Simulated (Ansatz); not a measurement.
This was printed by a script on the Ansatz DFT code, driven from Python, for a geometry optimisation of ClH₅P₂Si₂, SMILES Cl[Si@@H]1[P@@H][SiH2][P@@H]1. What did the script look like? Use: PBE0, cc-pVDZ basis, multiplicity 1.

```json
{"atom": "Cl", "x (Å)": "2.5311", "y (Å)": "-1.4490", "z (Å)": "-0.6194"}
{"atom": "Si", "x (Å)": "1.1942", "y (Å)": "-0.4754", "z (Å)": "0.6648"}
{"atom": "P", "x (Å)": "-0.8194", "y (Å)": "-1.3713", "z (Å)": "0.5431"}
{"atom": "Si", "x (Å)": "-1.3509", "y (Å)": "0.7005", "z (Å)": "-0.0042"}
{"atom": "P", "x (Å)": "0.6905", "y (Å)": "1.5369", "z (Å)": "-0.0895"}
{"atom": "H", "x (Å)": "1.6699", "y (Å)": "-0.4200", "z (Å)": "2.0548"}
{"atom": "H", "x (Å)": "-0.6458", "y (Å)": "-1.7699", "z (Å)": "-0.8429"}
{"atom": "H", "x (Å)": "-2.0242", "y (Å)": "0.7661", "z (Å)": "-1.3096"}
{"atom": "H", "x (Å)": "-2.1150", "y (Å)": "1.3333", "z (Å)": "1.0808"}
{"atom": "H", "x (Å)": "0.8696", "y (Å)": "1.1488", "z (Å)": "-1.4779"}
```

Output of `python opt.py`:
```text
reference energy    -46921.426318 eV
total energy        -46921.426318 eV
occupied (up, down): [40, 40]  virtual: [75, 75]  frozen: 0
bond        before    after (A)
Cl0-Si1      2.0939   2.0873
Si1-P2       2.2073   2.2826
Si1-P4       2.2073   2.2826
Si1-H5       1.4702   1.4973
P2-Si3       2.2078   2.3019
P2-H6        1.4526   1.4387
Si3-P4       2.2077   2.3019
Si3-H7       1.4703   1.4973
Si3-H8       1.4702   1.4978
P4-H9        1.4527   1.4387
dipole moment 1.556 D
Mulliken: [('Cl', -0.221), ('Si', 0.263), ('P', -0.143), ('Si', 0.104), ('P', -0.143), ('H', 0.016), ('H', 0.057), ('H', 0.001), ('H', 0.008), ('H', 0.057)]
```

One script that gives this output:

The script, `opt.py`:
```python
'''Minimum-energy structure of ClH5P2Si2.'''

from dataclasses import dataclass

import ansatz as az
import numpy as np


@dataclass(frozen=True)
class Options:
    basis: str = 'cc-pVDZ'
    functional: str = 'PBE0'


opts = Options()

GEOMETRY = '''
Cl    2.53110   -1.44900   -0.61940
Si    1.19420   -0.47540    0.66480
P    -0.81940   -1.37130    0.54310
Si   -1.35090    0.70050   -0.00420
P     0.69050    1.53690   -0.08950
H     1.66990   -0.42000    2.05480
H    -0.64580   -1.76990   -0.84290
H    -2.02420    0.76610   -1.30960
H    -2.11500    1.33330    1.08080
H     0.86960    1.14880   -1.47790
'''

geometry = az.Crystal.molecule()
for line in GEOMETRY.strip().splitlines():
    symbol, *xyz = line.split()
    geometry = geometry.atom(symbol, [float(v) for v in xyz])

model = (
    geometry.calculation()
    .basis(gaussian=opts.basis)
    .functional(opts.functional)
)
symbols = [site.symbol for site in geometry.cartesian_sites]
start = np.array([site.position_ang for site in geometry.cartesian_sites], dtype=float)
r = model.relax(force_tolerance=0.005).run(threads=1).report
end = np.array(r['positions_ang'])

print('reference energy %16.6f eV' % r['reference_energy_ev'])
print('total energy     %16.6f eV' % r['free_energy_ev'])
print('occupied (up, down):', r['n_occupied'], ' virtual:', r['n_virtual'], ' frozen:', r['n_frozen'])

print('bond        before    after (A)')
for i, j in [(0, 1), (1, 2), (1, 4), (1, 5), (2, 3), (2, 6), (3, 4), (3, 7), (3, 8), (4, 9)]:
    d0, d1 = (np.linalg.norm(xyz[i] - xyz[j]) for xyz in (start, end))
    print(f'{symbols[i]}{i}-{symbols[j]}{j}'.ljust(10), f'{d0:8.4f} {d1:8.4f}')

charges = r['charge_distribution']
print('dipole moment', round(4.803205 * float(np.linalg.norm(charges['dipole_moment_e_ang'])), 3), 'D')
print('Mulliken:', [(s, round(q, 3)) for s, q in zip(symbols, charges['mulliken_charges_e'])])
```

Notes:
- Total energies depend on the basis set; only differences at equal settings carry meaning.
- The end point is the stationary point reached from this start; no frequency run checks that it is a minimum, and the basis set is modest.
- It ran for 96 s on 1 thread of Arm Neoverse V2, with other jobs on the host, peak memory 0.4 GiB.

(Lines on the test bed's own set-up are left out of the output.)
